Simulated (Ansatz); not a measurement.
# C₂H₇ClOSi: small, medium and large basis sets

The task here is to estimate one member of a computed series from the others.

Program: Ansatz 0.2.0, Gaussian basis. Level of theory: one geometry, several basis sets. These are calculated values, not measurements.

Levels to be run: PBE0-D4/def2-SVP; ωB97M-V/def2-SVP; PBE0-D4/def2-QZVPP; ωB97M-V/def2-QZVPP; the functionals' def2-TZVPP values are taken from earlier runs.

**The geometry**

An earlier PBE0-D4 in a triple-zeta def2 set relaxation fixed the geometry.

SMILES `CCO[SiH2]Cl`, 12 atoms, charge 0, spin multiplicity 1.

Atoms are counted from 1 here; the program's logs count them from 0.

Bond lengths: C1–C2 1.507 Å, C1–H6 1.092 Å, C1–H7 1.092 Å, C1–H8 1.092 Å, C2–O3 1.421 Å, C2–H9 1.098 Å, C2–H10 1.096 Å, O3–Si4 1.625 Å, Si4–Cl5 2.058 Å, Si4–H11 1.483 Å, Si4–H12 1.475 Å. Angles: C2–C1–H6 110.7°, C2–C1–H7 110.2°, C2–C1–H8 110.5°, H6–C1–H7 108.5°, H6–C1–H8 108.4°, H7–C1–H8 108.5°, C1–C2–O3 109.2°, C1–C2–H9 110.5°, C1–C2–H10 110.6°, O3–C2–H9 109.7°, O3–C2–H10 109.2°, H9–C2–H10 107.6°, C2–O3–Si4 124.4°, O3–Si4–Cl5 111.1°, O3–Si4–H11 111.3°, O3–Si4–H12 106.9°, Cl5–Si4–H11 106.0°, Cl5–Si4–H12 108.6° and more.

Set-up of the first run:

File in.yaml:

```yaml
crystal:
  periodic: [false, false, false]
  atoms:
    - {symbol: C, position_ang: [-1.907407, 0.066821, -0.302563]}
    - {symbol: C, position_ang: [-0.580407, -0.017247, 0.406229]}
    - {symbol: O, position_ang: [0.466295, 0.135624, -0.542221]}
    - {symbol: Si, position_ang: [2.039006, -0.122207, -0.223027]}
    - {symbol: Cl, position_ang: [2.732650, 1.193434, 1.199433]}
    - {symbol: H, position_ang: [-1.997031, -0.724637, -1.049002]}
    - {symbol: H, position_ang: [-2.724987, -0.038072, 0.414390]}
    - {symbol: H, position_ang: [-2.010508, 1.029240, -0.807076]}
    - {symbol: H, position_ang: [-0.478366, -0.982801, 0.918513]}
    - {symbol: H, position_ang: [-0.496672, 0.769717, 1.163985]}
    - {symbol: H, position_ang: [2.259242, -1.478452, 0.334227]}
    - {symbol: H, position_ang: [2.775186, 0.113480, -1.478790]}
basis:
  gaussian: {orbitals: def2-SVP}
hamiltonian: {xc: pbe0, dispersion: d4}
output: {orbitals: {seedname: orbitals}}
```

Steps of the session up to this table: PBE0-D4 in def2-SVP; ωB97M-V in def2-SVP; PBE0-D4 in def2-QZVPP; ωB97M-V in def2-QZVPP.

One of the session's tables, all rows but one given; the rest of the session is left out.

It belongs to the step «Density functionals: the series». 

| functional | basis | HOMO (eV) | LUMO (eV) |
| --- | --- | --- | --- |
| PBE0-D4 | def2-SVP | ? | ? |
| PBE0-D4 | def2-TZVPP | -8.55 | 0.56 |
| PBE0-D4 | def2-QZVPP | -8.58 | 0.35 |
| ωB97M-V | def2-SVP | -10.77 | 3.00 |
| ωB97M-V | def2-TZVPP | -10.91 | 2.25 |
| ωB97M-V | def2-QZVPP | -10.94 | 1.76 |

Estimate the missing values for PBE0-D4, def2-SVP.

The run gave: HOMO (eV): -8.46; LUMO (eV): 1.07. In the column «HOMO (eV)» it is the highest.
